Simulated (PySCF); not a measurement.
# [Bi(OH)2]+: other functionals and bases at one geometry

One table from this session's results is given with a row withheld; the runs are named, their logs left out.

Computed with PySCF 2.14.0. Level: several levels, as the steps say, no spin–orbit coupling.

1 further run of the same task is left out (for a known fault of the program).

### Where the work starts

5 atoms, charge 1, spin multiplicity 1.

Bond lengths: Bi1–O2 2.015 Å, Bi1–O4 2.015 Å, O2–H3 0.972 Å, O4–H5 0.972 Å. Angles: O2–Bi1–O4 88.6°, Bi1–O2–H3 119.0°, Bi1–O4–H5 119.0°.

Coordinates:

```
Bi    0.00000    0.00000   -0.48284
O     1.40694   -0.03577    0.95985
H     2.34441   -0.06290    0.70367
O    -1.40694    0.03577    0.95985
H    -2.34441    0.06290    0.70367
```

Formal oxidation states: Bi +3. An earlier session relaxed this geometry at PBE0, Bi def2-SVP with ECP60, O def2-SVP, H def2-SVP (singlet, point group C2v).

At PBE0 on the finer grid: E = -365.721660 Eh, HOMO -14.44 eV, LUMO -9.27 eV, Mulliken charge on Bi1 +1.36 e, largest force component 0.008 eV/Å. 

Levels to run: revPBE; BLYP; PBE0, TZVP. Hardware: 2 threads of Arm Neoverse V2, shared host.

Set-up of the first run:

Contents of run.py (the lines that set the calculation):

```python
mol = gto.M(atom='''
Bi     0.00000     0.00000    -0.48284
O      1.40694    -0.03577     0.95985
H      2.34441    -0.06290     0.70367
O     -1.40694     0.03577     0.95985
H     -2.34441     0.06290     0.70367''',
    basis={'Bi': 'def2-SVP', 'O': 'def2-SVP', 'H': 'def2-SVP'},
    ecp={'Bi': 'def2-SVP'},
    charge=1, spin=0)
mf = dft.RKS(mol, xc='PBE_R,PBE')
mf.grids.atom_grid = (75, 302)
mf = mf.density_fit()  # fitting sets: Bi def2-universal-JKFIT, O def2-universal-JKFIT, H def2-universal-JKFIT
mf.conv_tol = 1e-08; mf.max_cycle = 55
mf.kernel(dm0)  # dm0: the density of the relaxed state
```

Started as:

```console
> OMP_NUM_THREADS=2 python run.py
```

Among the steps run: revPBE; BLYP; PBE0, TZVP.

One table of the session follows, with a row left open; its other results are not shown here.

```
              level  HOMO (eV)  gap (eV)  charge on Bi1 (e)  dipole (D)  largest force component (eV/Å)
PBE0 (relaxed here)     -14.44      5.17               1.36        3.41                            0.01
             revPBE     -12.92      3.14               1.25        2.83                            1.40
               BLYP          ?         ?                  ?           ?                               ?
         PBE0, TZVP     -14.61      5.27               1.37        3.37                            1.29
```

Q: Estimate the row for BLYP from the others.

The run gave: HOMO (eV): -12.84; gap (eV): 3.06; charge on Bi1 (e): 1.23; dipole (D): 2.76; largest force component (eV/Å): 1.50. In the column «HOMO (eV)» it is the highest.

The dipole of a charged species depends on the origin, so these sizes hold for this origin alone.

In one basis the HOMO–LUMO gap runs from 3.06 eV (BLYP) to 5.17 eV (PBE0). The largest leftover force, 1.50 eV/Å with BLYP, stands at a geometry relaxed at another level. Total energies of different levels can't be compared.
